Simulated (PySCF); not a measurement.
# C₆H₁₁O₂P: magnetic properties

Aim: compute the magnetic properties of C₆H₁₁O₂P (`C=CC[P@](=O)(O)C1CC1`).

Programs: PySCF 2.14.0, with routines of our own; each step states its level. All values are computed. Atoms count from 0.

## Step 1: The system as given

20 atoms, charge 0, multiplicity 1; geometry from: GFN2-xTB.

## Step 2: Magnetic properties: GIAO KT3/pcSseg-1

Job settings and geometry (Å):

```
{"job": {"kind": "mag", "xc": "KT3", "basis": "pcSseg-1", "isotopologues": 0}, "charge": 0, "multiplicity": 1}
C      3.471366    -0.235456     0.392809
C      2.301607    -0.797373     0.637878
C      1.059563    -0.038650     0.947763
P     -0.037145    -0.167811    -0.531512
O     -0.261229    -1.523563    -1.044756
O      0.705881     0.763801    -1.621004
C     -1.534252     0.773752    -0.113773
C     -2.585578     0.011071     0.634976
C     -2.794790     0.344823    -0.801871
H      3.606836     0.833188     0.439472
H      4.341874    -0.818553     0.146109
H      2.179567    -1.870353     0.575335
H      1.265633     1.012277     1.145108
H      0.523949    -0.477078     1.791286
H      0.896420     0.225132    -2.391033
H     -1.384411     1.820417     0.109219
H     -3.162023     0.533101     1.384314
H     -2.368744    -1.019150     0.877790
H     -3.518032     1.102244    -1.064932
H     -2.711642    -0.461139    -1.516215
```

Method: GIAO KT3/pcSseg-1 magnetisability, rotational g tensor and spin-rotation constants, non-relativistic, gas phase.

Run with:

```console
$ OMP_NUM_THREADS=1 python excited_run.py task.json out
```

The driver reads the jobs from task.json and runs them one after another.

What it wrote:

```text
coarse grid: 17136 points
cycle   1  E = -734.9573561524  dE =  1.438e+00  |g| = 1.283e+00  |ddm| = 4.189e+00
cycle   2  E = -733.5557800058  dE =  1.402e+00  |g| = 2.760e+00  |ddm| = 4.850e+00
cycle   3  E = -735.1996459552  dE = -1.644e+00  |g| = 6.269e-01  |ddm| = 4.318e+00
cycle   4  E = -735.2842904279  dE = -8.464e-02  |g| = 1.740e-01  |ddm| = 7.074e-01
cycle   5  E = -735.2882956542  dE = -4.005e-03  |g| = 7.939e-02  |ddm| = 1.773e-01
cycle   6  E = -735.2896545932  dE = -1.359e-03  |g| = 1.944e-02  |ddm| = 8.303e-02
cycle   7  E = -735.2897318737  dE = -7.728e-05  |g| = 5.609e-03  |ddm| = 1.923e-02
cycle   8  E = -735.2897381111  dE = -6.237e-06  |g| = 2.202e-03  |ddm| = 6.573e-03
final grid: 160688 points
cycle   9  E = -735.3823734616  dE = -2.417e-04  |g| = 2.419e-02  |ddm| = 6.069e-02
cycle  10  E = -735.3820231869  dE =  3.503e-04  |g| = 4.870e-02  |ddm| = 6.326e-02
cycle  11  E = -735.3824557184  dE = -4.325e-04  |g| = 7.777e-03  |ddm| = 4.949e-02
cycle  12  E = -735.3824669850  dE = -1.127e-05  |g| = 2.366e-03  |ddm| = 8.332e-03
cycle  13  E = -735.3824679647  dE = -9.797e-07  |g| = 4.648e-04  |ddm| = 2.040e-03
cycle  14  E = -735.3824680163  dE = -5.161e-08  |g| = 1.036e-04  |ddm| = 4.757e-04
cycle  15  E = -735.3824680174  dE = -1.127e-09  |g| = 7.709e-05  |ddm| = 1.500e-04
cycle  16  E = -735.3824680190  dE = -1.597e-09  |g| = 1.482e-05  |ddm| = 7.780e-05
cycle  17  E = -735.3824680191  dE = -5.184e-11  |g| = 4.267e-06  |ddm| = 1.591e-05
converged SCF energy = -735.3824680191

Magnetisability tensor (1e-30 J/T^2)
    -1511.39       72.28      -10.96
       72.28    -1541.59      -13.40
      -10.96      -13.40    -1602.15
isotropic -1551.71   principal values   -1606.12  -1598.26  -1450.75
isotropic susceptibility -93.446 1e-6 cm^3/mol

Inertial axes            a          b          c
rot. const./GHz      2.9847     0.8563     0.8123
chi total           -92.229    -95.937    -92.173
chi diamagnetic    -530.605  -1548.742  -1623.689
chi paramagnetic    438.376   1452.805   1531.516
quadrupole/D A        4.235      3.218     -7.453
g nuclear            0.5911     0.5794     0.5806
g electronic        -0.6147    -0.5844    -0.5844
g total             -0.0236    -0.0050    -0.0038

Spin-rotation constants (kHz, H = +C I.J)
atom  isotope        aa         bb         cc
  3    31P        5.348      1.480      1.093
  9     1H       -0.289     -0.099      0.072
 10     1H        0.090     -0.084     -0.045
 11     1H       -0.291     -0.092      0.080
 12     1H       -0.318     -0.103      0.038
 13     1H       -0.281      0.019     -0.084
 14     1H       -0.406     -0.008     -0.067
 15     1H       -0.309     -0.104      0.011
 16     1H       -0.237     -0.034     -0.074
 17     1H       -0.275     -0.082     -0.019
 18     1H       -0.088     -0.087     -0.064
 19     1H       -0.286     -0.053     -0.035
  0    13C*       0.929      0.141      0.321
  1    13C*       1.009      0.138      0.350
  2    13C*       0.503      0.162      0.156
  4    17O*      -0.533     -0.081     -0.162
  5    17O*      -0.549     -0.124     -0.076
  6    13C*       0.457      0.120      0.099
  7    13C*       0.337      0.140      0.075
  8    13C*       0.404      0.124      0.071
* in the singly substituted isotopologue
```

Run time: 57 s. Hardware: 1 thread of Intel Xeon 6975P-C, shared host; peak memory 0.75 GiB.

From this job:

```
              quantity                      value
       magnetisability           -1552·10⁻³⁰ J/T²
  molar susceptibility         -93.4·10⁻⁶ cm³/mol
rotational g (a, b, c)  -0.0236, -0.0050, -0.0038
```

The fields below are evaluated on a grid from the run's orbitals.

Frontier orbitals at KT3/pcSseg-1, with the share of their density that lies nearest to each atom:

```
orbital  energy (eV)                                              lies on
   HOMO        -6.17                            C0 25 %; O4 19 %; C1 17 %
   LUMO        -0.83  C0, C1 about 29 % each; H9, H10, H11 about 8 % each
```

ELF in a plane through or near 8 of the atoms.

Values, 10 rows by 14 columns:
```
0.00 0.00 0.00 0.00 0.00 0.00 0.00 0.00 0.00 0.00 0.00 0.00 0.00 0.00
0.00 0.00 0.00 0.00 0.00 0.00 0.00 0.00 0.00 0.00 0.00 0.00 0.00 0.00
0.00 0.00 0.00 0.00 0.00 0.05 0.93 0.37 0.00 0.00 0.00 0.00 0.00 0.00
0.00 0.00 0.01 0.07 0.11 0.07 0.70 0.40 0.02 0.20 0.11 0.07 0.00 0.00
0.00 0.01 0.95 0.70 0.77 0.04 0.44 0.34 0.55 0.64 0.74 0.75 0.00 0.00
0.00 0.01 0.92 0.48 0.85 0.86 0.89 0.43 0.66 0.65 0.72 0.07 0.00 0.00
0.00 0.00 0.07 0.67 0.70 0.64 0.93 0.12 0.26 0.30 0.88 0.04 0.00 0.00
0.00 0.00 0.00 0.05 0.04 0.08 0.99 0.28 0.01 0.26 0.85 0.03 0.00 0.00
0.00 0.00 0.00 0.00 0.00 0.00 0.01 0.00 0.00 0.00 0.00 0.00 0.00 0.00
0.00 0.00 0.00 0.00 0.00 0.00 0.00 0.00 0.00 0.00 0.00 0.00 0.00 0.00
```
The map spans 14.0 Å across and 10.2 Å up, centred on the molecule. Atoms in the plane (x, y in Å): C0 (-3.5, 0.0), C2 (-1.1, -0.8), P3 (0.1, 0.5), C7 (2.5, -0.9), C8 (2.9, 0.5), H10 (-4.4, 0.2), H13 (-0.7, -1.8), H14 (-0.6, 2.5).

On the surface of density 0.002 e/bohr³ the electrostatic potential runs, from the 1st to the 99th percentile, from -1.90 V near O4 to 1.83 V near H14.

## Step 3: Magnetic properties: GIAO wB97X/6-31G

The job, as its differences from that of step 2:

```diff
@@ -1,2 +1,2 @@
-{"job": {"kind": "mag", "xc": "KT3", "basis": "pcSseg-1", "isotopologues": 0}, "charge": 0, "multiplicity": 1}
+{"job": {"kind": "mag", "xc": "wB97X", "basis": "6-31G"}, "charge": 0, "multiplicity": 1}
 C      3.471366    -0.235456     0.392809
```

With the program's defaults for keys left out, this is: GIAO wB97X/6-31G magnetisability, rotational g tensor and spin-rotation constants, non-relativistic, gas phase.

What it wrote:

```text
coarse grid: 17136 points
cycle   1  E = -726.5496421443  dE =  2.339e+00  |g| = 1.027e+00  |ddm| = 4.256e+00
cycle   2  E = -726.4426552627  dE =  1.070e-01  |g| = 1.342e+00  |ddm| = 2.933e+00
cycle   3  E = -726.7868562160  dE = -3.442e-01  |g| = 1.487e-01  |ddm| = 1.690e+00
cycle   4  E = -726.7904900272  dE = -3.634e-03  |g| = 7.395e-02  |ddm| = 1.988e-01
cycle   5  E = -726.7915212180  dE = -1.031e-03  |g| = 1.097e-02  |ddm| = 7.184e-02
cycle   6  E = -726.7915545759  dE = -3.336e-05  |g| = 2.308e-03  |ddm| = 1.624e-02
cycle   7  E = -726.7915569945  dE = -2.419e-06  |g| = 6.681e-04  |ddm| = 5.302e-03
final grid: 160688 points
cycle   8  E = -726.7000475498  dE = -9.245e-05  |g| = 3.973e-03  |ddm| = 3.251e-02
cycle   9  E = -726.7000516729  dE = -4.123e-06  |g| = 2.447e-03  |ddm| = 7.421e-03
cycle  10  E = -726.7000529912  dE = -1.318e-06  |g| = 7.480e-04  |ddm| = 2.704e-03
cycle  11  E = -726.7000530896  dE = -9.839e-08  |g| = 4.421e-04  |ddm| = 1.112e-03
cycle  12  E = -726.7000531293  dE = -3.969e-08  |g| = 7.153e-05  |ddm| = 5.318e-04
cycle  13  E = -726.7000531306  dE = -1.261e-09  |g| = 2.017e-05  |ddm| = 1.069e-04
cycle  14  E = -726.7000531307  dE = -1.389e-10  |g| = 8.600e-06  |ddm| = 5.126e-05
converged SCF energy = -726.7000531307

Magnetisability tensor (1e-30 J/T^2)
    -1628.55       58.42       -8.09
       58.42    -1642.53        2.14
       -8.09        2.14    -1744.74
isotropic -1671.94   principal values   -1745.81  -1693.43  -1576.58
isotropic susceptibility -100.687 1e-6 cm^3/mol

Inertial axes            a          b          c
rot. const./GHz      2.9847     0.8563     0.8123
chi total           -99.089   -104.716    -98.255
chi diamagnetic    -533.507  -1549.764  -1622.513
chi paramagnetic    434.418   1445.048   1524.258
quadrupole/D A        7.608      3.398    -11.005
g nuclear            0.5911     0.5794     0.5806
g electronic        -0.6091    -0.5813    -0.5817
g total             -0.0181    -0.0019    -0.0010

Spin-rotation constants (kHz, H = +C I.J)
atom  isotope        aa         bb         cc
  3    31P        4.907      1.329      0.989
  9     1H       -0.312     -0.104      0.068
 10     1H        0.071     -0.091     -0.049
 11     1H       -0.310     -0.099      0.071
 12     1H       -0.345     -0.109      0.024
 13     1H       -0.317      0.003     -0.091
 14     1H       -0.466     -0.025     -0.080
 15     1H       -0.340     -0.111      0.001
 16     1H       -0.267     -0.044     -0.079
 17     1H       -0.304     -0.089     -0.026
 18     1H       -0.123     -0.094     -0.069
 19     1H       -0.317     -0.059     -0.040
  0    13C*       0.869      0.113      0.311
  1    13C*       0.924      0.104      0.327
  2    13C*       0.399      0.130      0.123
  4    17O*      -0.351     -0.019     -0.163
  5    17O*      -0.485     -0.095     -0.057
  6    13C*       0.354      0.089      0.079
  7    13C*       0.225      0.116      0.053
  8    13C*       0.300      0.096      0.047
* in the singly substituted isotopologue
```

Wall time 22 s (1 thread of Intel Xeon 6975P-C, shared host); peak memory 0.7 GiB.

In short:

```
              quantity                      value
       magnetisability           -1672·10⁻³⁰ J/T²
  molar susceptibility        -100.7·10⁻⁶ cm³/mol
rotational g (a, b, c)  -0.0181, -0.0019, -0.0010
```

## Step 4: Magnetic properties side by side

```
            level  ξ (10⁻³⁰ J/T²)     g(a)     g(b)  gap (eV)  functions  time
GIAO KT3/pcSseg-1           -1552  -0.0236  -0.0050      5.35        215  57 s
 GIAO wB97X/6-31G           -1672  -0.0181  -0.0019     12.21        107  22 s
```

## Step 5: Summary of results

| quantity | value |
| --- | --- |
| magnetisability (step 2, GIAO KT3/pcSseg-1) | -1552·10⁻³⁰ J/T² |
| molar susceptibility (step 2, GIAO KT3/pcSseg-1) | -93.4·10⁻⁶ cm³/mol |
| rotational g (a, b, c) (step 2, GIAO KT3/pcSseg-1) | -0.0236, -0.0050, -0.0038 |
| surface potential, 1st and 99th percentile | -1.90 V and 1.83 V |
| magnetisability over the levels | -1672 to -1552·10⁻³⁰ J/T² |

What this shows: At KT3/pcSseg-1, counted by nearest atom on the grid, the HOMO lies on C0 25 %; O4 19 %, the LUMO on C0, C1 about 29 % each; H9, H10, H11 about 8 % each. The magnetisability spreads by 7.5 % over 2 levels, from GIAO wB97X/6-31G (22 s) to GIAO KT3/pcSseg-1 (57 s); the runs took 22 s to 57 s. Two levels can agree by chance, so this spread shows no convergence. Vibrational averaging and real surroundings are missing from these values.
